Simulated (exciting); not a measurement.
# VH (Fm-3m) in exciting: reference runs

How does VH come out in PBEsol? The cell is run as given.

Everything below comes from runs of exciting (release sodium). Logs are shortened: lines on timing, memory, paths and dates and some standing lists are left out, and cuts for length are marked.

## Step 1: The structure

Symmetry: Fm-3m, No. 225, cubic system. The conventional cell has a = 3.928 Å, b = 3.928 Å, c = 3.928 Å, α = 90.00°, β = 90.00°, γ = 90.00°. V (site symmetry m-3m) is surrounded by 6 H at 1.96 Å. H (site symmetry m-3m) is surrounded by 6 V at 1.96 Å.

The cell comes from a database or a generator and needn't be the stable form of this composition.

## Step 2: Single point, PBEsol, collinear spin, ferromagnetic start

File input.xml:

```xml
<input>
  <title>VH</title>
  <structure speciespath="./" tshift="false">
    <crystal scale="1">
      <basevect>0.000000000000 3.710956442453 3.710956442453</basevect>
      <basevect>3.710956442453 0.000000000000 3.710956442453</basevect>
      <basevect>3.710956442453 3.710956442453 0.000000000000</basevect>
    </crystal>
    <species speciesfile="V.xml" rmt="2">
      <atom coord="0.000000000000 0.000000000000 0.000000000000" bfcmt="0 0 -8"/>
    </species>
    <species speciesfile="H.xml" rmt="1.1">
      <atom coord="0.500000000000 0.500000000000 0.500000000000" bfcmt="0 0 0"/>
    </species>
  </structure>
  <groundstate do="fromscratch" ngridk="12 12 12" rgkmax="5" gmaxvr="14" lmaxapw="10" lmaxmat="10" lmaxvr="8" xctype="GGA_PBE_SOL" stype="Fermi Dirac" swidth="0.00183747" nempty="24" ValenceRelativity="zora" epsengy="1e-05" epspot="1e-05" maxscl="90" tforce="true" outputlevel="normal">
    <spin reducebf="0.5"/>
  </groundstate>
</input>
```

Potentials or basis: all-electron LAPW+lo, shipped species files, valence relativity zora.

On the command line:

```
> OMP_NUM_THREADS=1 exciting_smp
```

INFO.OUT:

```text
================================================================================
EXCITING SODIUM started
[... 10 lines left out ...]

 Lattice vectors (cartesian) :
      0.0000000000      3.7109564425      3.7109564425
      3.7109564425      0.0000000000      3.7109564425
      3.7109564425      3.7109564425      0.0000000000

 Reciprocal lattice vectors (cartesian) :
     -0.8465722253      0.8465722253      0.8465722253
      0.8465722253     -0.8465722253      0.8465722253
      0.8465722253      0.8465722253     -0.8465722253

 Unit cell volume                           :     102.2086297822
 Brillouin zone volume                      :       2.4269008788

 Species :    1 (V)
     parameters loaded from                 :    V.xml
     name                                   :    vanadium
     nuclear charge                         :     -23.00000000
     electronic charge                      :      23.00000000
     atomic mass                            :   92860.67376000
     muffin-tin radius                      :       2.00000000
     # of radial points in muffin-tin       :     350

     atomic positions (lattice) :
       1 :   0.00000000  0.00000000  0.00000000

     magnetic fields (cartesian) :
       1 :   0.00000000  0.00000000 -8.00000000

 Species :    2 (H)
     parameters loaded from                 :    H.xml
     name                                   :    hydrogen
     nuclear charge                         :      -1.00000000
     electronic charge                      :       1.00000000
     atomic mass                            :    1837.36222000
     muffin-tin radius                      :       1.10000000
     # of radial points in muffin-tin       :     200

     atomic positions (lattice) :
       1 :   0.50000000  0.50000000  0.50000000

     magnetic fields (cartesian) :
       1 :   0.00000000  0.00000000  0.00000000

 Total number of atoms per unit cell        :       2

 Spin treatment                             :    spin-polarised
 Global magnetic field (cartesian) :        0.00000000   0.00000000   0.00000000
 collinear magnetisation in z-direction

 Number of Bravais lattice symmetries       :      48
 Number of crystal symmetries               :      48

 k-point grid                               :      12   12   12
 Total number of k-points                   :      72
 k-point set is reduced with crystal symmetries

 R^MT_min * |G+k|_max (rgkmax)              :       5.00000000
 Species with R^MT_min                      :       2 (H)
 Maximum |G+k| for APW functions            :       4.54545455
 Maximum |G| for potential and density      :      14.00000000

 G-vector grid sizes                        :      24    24    24
 Total number of G-vectors                  :    4693

 Maximum angular momentum used for
     APW functions                          :      10
     computing H and O matrix elements      :      10
     potential and density                  :       8
     inner part of muffin-tin               :       2

 Total nuclear charge                       :     -24.00000000
 Total electronic charge                    :      24.00000000
 Total core charge                          :      10.00000000
 Total valence charge                       :      14.00000000

 Number of empty states                     :      24
 Total number of valence states             :      64

 Maximum Hamiltonian size                   :     184
 Maximum number of plane-waves              :     170
 Total number of local-orbitals             :      14

 Exchange-correlation type                  :      22
[... 23 lines left out ...]
+ SCF iteration number :    1                                                  +
++++++++++++++++++++++++++++++++++++++++++++++++++++++++++++++++++++++++++++++++
 Total energy                               :      -944.53427619
 _______________________________________________________________
 Fermi energy                               :         0.42703243
 Kinetic energy                             :       960.83264862
 Coulomb energy                             :     -1860.76344421
 Exchange energy                            :       -43.38864123
 Correlation energy                         :        -1.21483937
 No external B-field energy in total energy

 DOS at Fermi energy (states/Ha/cell)       :        40.96376485

 Electron charges :
     core                                   :        10.00000000
     core leakage                           :         0.00000001
     valence                                :        14.00000000
     interstitial                           :         2.90512059
     charge in muffin-tin spheres :
                  atom     1     V          :        20.47670721
                  atom     2     H          :         0.61817220
     total charge in muffin-tins            :        21.09487941
     total charge                           :        24.00000000

 Moments :
     interstitial                           :         0.10999279
     moment in muffin-tin spheres :
                  atom     1     V          :         0.57996348
                  atom     2     H          :        -0.00779932
     total moment in muffin-tins            :         0.57216416
     total moment                           :         0.68215695

++++++++++++++++++++++++++++++++++++++++++++++++++++++++++++++++++++++++++++++++
+ SCF iteration number :    2                                                  +
++++++++++++++++++++++++++++++++++++++++++++++++++++++++++++++++++++++++++++++++
 Total energy                               :      -947.80453759
 _______________________________________________________________
 Fermi energy                               :         0.40885921
 Kinetic energy                             :       959.25085891
 Coulomb energy                             :     -1862.31111942
 Exchange energy                            :       -43.52820823
 Correlation energy                         :        -1.21606886
 No external B-field energy in total energy

 DOS at Fermi energy (states/Ha/cell)       :        36.39505145

 Electron charges :
     core                                   :        10.00000000
     core leakage                           :         0.00000001
     valence                                :        14.00000000
     interstitial                           :         2.78235875
     charge in muffin-tin spheres :
                  atom     1     V          :        20.63483759
                  atom     2     H          :         0.58280366
     total charge in muffin-tins            :        21.21764125
     total charge                           :        24.00000000

 Moments :
     interstitial                           :         0.08756420
     moment in muffin-tin spheres :
                  atom     1     V          :         0.42584130
                  atom     2     H          :        -0.00545953
     total moment in muffin-tins            :         0.42038178
     total moment                           :         0.50794598

 RMS change in effective potential (target) :   32.6367      ( 0.100000E-04)
 Absolute change in total energy   (target) :   3.27026      ( 0.100000E-04)
 Charge distance                   (target) :  0.140750E-01  ( 0.100000E-04)
 Abs. change in max-nonIBS-force   (target) :   0.00000      ( 0.500000E-04)
[... 748 lines left out ...]
 Moments :
     interstitial                           :         0.00000101
     moment in muffin-tin spheres :
                  atom     1     V          :         0.00000368
                  atom     2     H          :        -0.00000004
     total moment in muffin-tins            :         0.00000364
     total moment                           :         0.00000465

 RMS change in effective potential (target) :  0.257690E-05  ( 0.100000E-04)
 Absolute change in total energy   (target) :  0.626495E-05  ( 0.100000E-04)
 Charge distance                   (target) :  0.136375E-07  ( 0.100000E-04)
 Abs. change in max-nonIBS-force   (target) :   0.00000      ( 0.500000E-04)

++++++++++++++++++++++++++++++++++++++++++++++++++++++++++++++++++++++++++++++++
+ SCF iteration number :   23                                                  +
++++++++++++++++++++++++++++++++++++++++++++++++++++++++++++++++++++++++++++++++
 Total energy                               :      -948.92059907
 _______________________________________________________________
 Fermi energy                               :         0.40478347
 Kinetic energy                             :       958.63964611
 Coulomb energy                             :     -1862.76370060
 Exchange energy                            :       -43.57927497
 Correlation energy                         :        -1.21726960
 No external B-field energy in total energy

 DOS at Fermi energy (states/Ha/cell)       :        55.95068596

 Electron charges :
     core                                   :        10.00000000
     core leakage                           :         0.00000001
     valence                                :        14.00000000
     interstitial                           :         2.73443476
     charge in muffin-tin spheres :
                  atom     1     V          :        20.70885058
                  atom     2     H          :         0.55671467
     total charge in muffin-tins            :        21.26556524
     total charge                           :        24.00000000

 Moments :
     interstitial                           :         0.00000076
     moment in muffin-tin spheres :
                  atom     1     V          :         0.00000270
                  atom     2     H          :        -0.00000003
     total moment in muffin-tins            :         0.00000268
     total moment                           :         0.00000343

 RMS change in effective potential (target) :  0.855502E-06  ( 0.100000E-04)
 Absolute change in total energy   (target) :  0.161749E-07  ( 0.100000E-04)
 Charge distance                   (target) :  0.141074E-07  ( 0.100000E-04)
 Abs. change in max-nonIBS-force   (target) :   0.00000      ( 0.500000E-04)

++++++++++++++++++++++++++++++++++++++++++++++++++++++++++++++++++++++++++++++++
| Convergency criteria checked for the last 2 iterations                       +
| Convergence targets achieved. Performing final SCF iteration                 +
++++++++++++++++++++++++++++++++++++++++++++++++++++++++++++++++++++++++++++++++
 Total energy                               :      -948.92059867
 _______________________________________________________________
 Fermi energy                               :         0.40478349
 Kinetic energy                             :       958.63964651
 Coulomb energy                             :     -1862.76370057
 Exchange energy                            :       -43.57927501
 Correlation energy                         :        -1.21726960
 No external B-field energy in total energy

 DOS at Fermi energy (states/Ha/cell)       :        55.95067664

 Electron charges :
     core                                   :        10.00000000
     core leakage                           :         0.00000001
     valence                                :        14.00000000
     interstitial                           :         2.73443468
     charge in muffin-tin spheres :
                  atom     1     V          :        20.70885065
                  atom     2     H          :         0.55671466
     total charge in muffin-tins            :        21.26556532
     total charge                           :        24.00000000

 Moments :
     interstitial                           :         0.00000049
     moment in muffin-tin spheres :
                  atom     1     V          :         0.00000172
                  atom     2     H          :        -0.00000002
     total moment in muffin-tins            :         0.00000170
     total moment                           :         0.00000219

++++++++++++++++++++++++++++++++++++++++++++++++++++++++++++++++++++++++++++++++
+ Self-consistent loop stopped                                                 +
++++++++++++++++++++++++++++++++++++++++++++++++++++++++++++++++++++++++++++++++
 STATE.OUT is written

--------------------------------------------------------------------------------
- Writing atomic positions and forces                                          -
--------------------------------------------------------------------------------

 Atomic positions (lattice) :
 atom     1   V  :     0.00000000    0.00000000    0.00000000
 atom     2   H  :     0.50000000    0.50000000    0.50000000

 Total atomic forces including IBS (cartesian) :
 atom     1   V  :    -0.00000000    0.00000000    0.00000000
 atom     2   H  :     0.00000000   -0.00000000   -0.00000000

 Atomic force components including IBS (cartesian) :
 atom     1   V  :    -0.00000000   -0.00000000   -0.00000000   HF force
                 :    -0.00000000    0.00000000   -0.00000000   core correction
                 :     0.00000000    0.00000000    0.00000000   IBS correction
 atom     2   H  :     0.00000000    0.00000000    0.00000000   HF force
                 :     0.00000000   -0.00000000    0.00000000   core correction
                 :    -0.00000000   -0.00000000   -0.00000000   IBS correction

********************************************************************************
[... 7 lines left out ...]
| EXCITING SODIUM stopped                                                      =
================================================================================
```

Run time: 2.4 min. Hardware: 1 thread of Arm Neoverse V1, shared host; peak memory 0.14 GiB.

What came out:

```
Free energy                                       : -25821.4610 eV
Band gap on the k mesh                            : none (metal or under the smearing width)
Net moment                                        : 0.00 μB per cell
All electrons inside the program's atomic spheres : V 20.71; H 0.56 (radii V 2.0, H 1.1 bohr)
```

Levels at points of the mesh, in eV from the Fermi level:
Spin up:
```tsv
k point	band 3	band 4	band 5	band 6	band 7	band 8	band 9	band 10	band 11	band 12
(0.00, 0.00, 0.00)	-37.48	-37.48	-10.52	-0.08	-0.08	-0.08	1.42	1.42	12.78	16.52
(0.50, 0.00, 0.00)	-37.56	-37.56	-5.39	-3.87	-0.49	-0.49	2.61	2.61	7.33	10.62
(0.50, 0.50, 0.00)	-37.72	-37.72	-7.59	-2.69	1.70	2.51	2.98	2.98	6.81	10.79
```
Spin down:
| k point | band 3 | band 4 | band 5 | band 6 | band 7 | band 8 | band 9 | band 10 | band 11 | band 12 |
| --- | --- | --- | --- | --- | --- | --- | --- | --- | --- | --- |
| (0.00, 0.00, 0.00) | -37.48 | -37.48 | -10.52 | -0.08 | -0.08 | -0.08 | 1.42 | 1.42 | 12.78 | 16.52 |
| (0.50, 0.00, 0.00) | -37.56 | -37.56 | -5.39 | -3.87 | -0.49 | -0.49 | 2.61 | 2.61 | 7.33 | 10.62 |
| (0.50, 0.50, 0.00) | -37.72 | -37.72 | -7.59 | -2.69 | 1.70 | 2.51 | 2.98 | 2.98 | 6.81 | 10.79 |

Caveat: the log's total energy holds no entropy term; the free energy is that total less TS from the occupations; the starting moments collapsed, and a magnetic state may lie lower.
